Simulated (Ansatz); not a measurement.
# InH₃ (triplet): the correlation ladder at scale of all distances = 0.883, def2-SVP

The task here is to estimate one member of a computed series from the others.

Method: def2-SVP, core rule «outside noble gas», up to 9 orbitals frozen; program: Ansatz 0.2.0, Gaussian basis.

The runs, in order: UHF; CCSD(T) on ROHF; CCSD(T) on UHF; BCCD(T) on ROHF; CISD; CCSDT(Q) on ROHF; CCSDT(Q) on UHF; CASSCF and MRCISD+Q, 4 electrons in 4 orbitals; CASSCF and NEVPT2, 4 electrons in 4 orbitals; Full CI.

12 further runs of the same task are left out: 4 for a known fault of the program, 6 that didn't finish, 2 set aside as unsound or not needed.

## What is computed

The geometry derives from a PBE0/def2-TZVP stationary point (not a proven minimum). All distances are scaled together. No spin-orbit coupling is included. Elements past krypton take def2 core potentials.

4 atoms, charge 0, spin multiplicity 3.

Atoms are counted from 1 here; the program's logs count them from 0.

Bond lengths: In1–H2 1.554 Å, H3–H4 0.679 Å.

The first run:

File in.yaml:

```yaml
crystal:
  periodic: [false, false, false]
  atoms:
    - {symbol: In, position_ang: [0.000000, 0.015041, -0.033958]}
    - {symbol: H, position_ang: [0.000000, -1.524337, -0.244266]}
    - {symbol: H, position_ang: [0.339553, -0.094516, 2.056283]}
    - {symbol: H, position_ang: [-0.339553, -0.094516, 2.056283]}
basis:
  gaussian: {orbitals: def2-SVP}
magnetization: {spin_polarized: true, initial_magnetization: 2}
hamiltonian: {xc: hf}
output: {orbitals: {seedname: orbitals}}
```

On the command line:

```bash
$ ansatz run in.yaml --threads 1 --pin off --events-out ev --progress --plain --max-ram 2393MiB
```

Among the steps run: UHF; CCSD(T) on ROHF; CCSD(T) on UHF; BCCD(T) on ROHF; CISD; CCSDT(Q) on ROHF; CCSDT(Q) on UHF; CASSCF and MRCISD+Q, 4 electrons in 4 orbitals; CASSCF and NEVPT2, 4 electrons in 4 orbitals; Full CI.

One of the session's tables, all rows but one given; the rest of the session is left out.

It belongs to the step «Misses and costs». 

```
   method  from FCI (kJ/mol)
     ROHF             +213.5
      UHF                  ?
     RMP2              +53.5
     UMP2              +50.2
    RCCSD               +3.2
    UCCSD               +0.6
 RCCSD(T)               +0.6
 UCCSD(T)               -2.0
  BCCD(T)               +0.6
   RCCSDT               -0.4
   UCCSDT               -2.9
RCCSDT(Q)               -0.4
UCCSDT(Q)               -2.9
      FCI                  0
```

Q: Estimate the row for UHF from the others.

The run gave: from FCI (kJ/mol): +207.9. In the column «from FCI (kJ/mol)» it lies between RMP2 (+53.5) and ROHF (+213.5).

Not comparable, so not listed: CISD (they don't share determinant, frozen orbitals or solution with the rows shown, or repeat one).

Caveats from the session: Left out of the table: CASSCF pair, NEVPT2 pair, MRCISD pair, MRCISD+Q pair (the active space lost an orbital or holds another state than full CI finds). UCCSD(T), RCCSDT, UCCSDT, RCCSDT(Q), UCCSDT(Q) fall below full CI: unrestricted runs freeze a spin-polarised core, another one than full CI's, and coupled cluster isn't variational. Levels on UHF freeze UHF's core orbitals, full CI those of ROHF, so the U rows can settle a little off it for that reason alone. Restricted and unrestricted rows rest on different reference determinants; where their highest levels disagree by more than a few hundredths of an eV, they describe different states and don't form one ladder. Warnings in the runs' records: passed over end.
